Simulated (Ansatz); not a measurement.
**CH6GaN: molecular dynamics**

The plan is to follow the molecule's vibrations and see whether its bonds hold. The start is relaxed first. Runs: 300 steps of 0.5 fs at constant energy, with velocities drawn for 500 K.

Method: RKS PBE/def2-SVP, in Ansatz 0.2.0.

### 1 Starting point

Bond lengths: Ga1–H2 1.570 Å, Ga1–C3 1.980 Å, C3–H4 1.110 Å, C3–H5 1.110 Å, C3–H6 1.110 Å, Ga1–N7 1.930 Å, N7–H8 1.060 Å, N7–H9 1.060 Å. Angles: H2–Ga1–C3 120.0°, H2–Ga1–N7 120.0°, C3–Ga1–N7 120.0°, Ga1–C3–H4 109.5°, Ga1–C3–H5 109.5°, Ga1–C3–H6 109.5°, H4–C3–H5 109.4°, H4–C3–H6 109.4°, H5–C3–H6 109.4°, Ga1–N7–H8 120.0°, Ga1–N7–H9 120.0°, H8–N7–H9 120.0°.

Coordinates:

```xyz
9

Ga    0.0000    0.0000    0.0000
H     0.0000    0.0000    1.5700
C     1.7147    0.0000   -0.9900
H     2.0443   -1.0462   -1.1602
H     1.5782    0.5080   -1.9674
H     2.4842    0.5381   -0.3982
N    -1.6714    0.0000   -0.9650
H    -2.3403   -0.8164   -0.8664
H    -1.9204    0.8164   -1.5936
```

### 2 Relaxing the start

input.yaml

```yaml
crystal:
  periodic: [false, false, false]
  atoms:
    - { symbol: Ga, position_ang: [0.0, 0.0, 0.0] }
    - { symbol: H, position_ang: [0.0, 0.0, 1.57] }
    - { symbol: C, position_ang: [1.7147, 0.0, -0.99] }
    - { symbol: H, position_ang: [2.0443, -1.0462, -1.1602] }
    - { symbol: H, position_ang: [1.5782, 0.508, -1.9674] }
    - { symbol: H, position_ang: [2.4842, 0.5381, -0.3982] }
    - { symbol: "N", position_ang: [-1.6714, 0.0, -0.965] }
    - { symbol: H, position_ang: [-2.3403, -0.8164, -0.8664] }
    - { symbol: H, position_ang: [-1.9204, 0.8164, -1.5936] }
basis:
  gaussian: { orbitals: def2-SVP }
hamiltonian:
  xc: pbe
relax:
  f_tol: 0.02
  max_steps: 40
```

Run with:

```bash
ansatz run input.yaml --threads 2 --pin off --max-ram 3072MiB --backend cpu --events-out ev --progress --plain --runs-dir out
```

After this run come: The run.

**Question.** What will these runs give? Wanted: relaxation of the start; temperature, first and last step; temperature, second half; potential energy, second half; largest change of the total energy; bonds formed or broken.

**Answer**, as computed:

```
                          quantity                          value
           relaxation of the start       10 moves, 0.652 eV lower
                            length            300 steps of 0.5 fs
  temperature, first and last step                  500 and 279 K
          temperature, second half  mean 249 K, from 127 to 395 K
     potential energy, second half    +25 meV/atom from the start
largest change of the total energy                  0.23 meV/atom
            bonds formed or broken                              0
```

**Reading.** The temperature starts at 500 K and averages 249 K in the second half, where it ranges from 127 to 395 K; a mean near half the start is what vibrations about a minimum give, since they share energy equally between motion and strain. The total energy strays from its start by at most 0.23 meV/atom, 0.9 % of the mean kinetic energy, so a step of 0.5 fs is short enough over this time. The bonds all hold. Averages from a run of 150 fs with 9 atoms are rough. The nuclei move classically, without zero-point motion, which matters most for hydrogen.
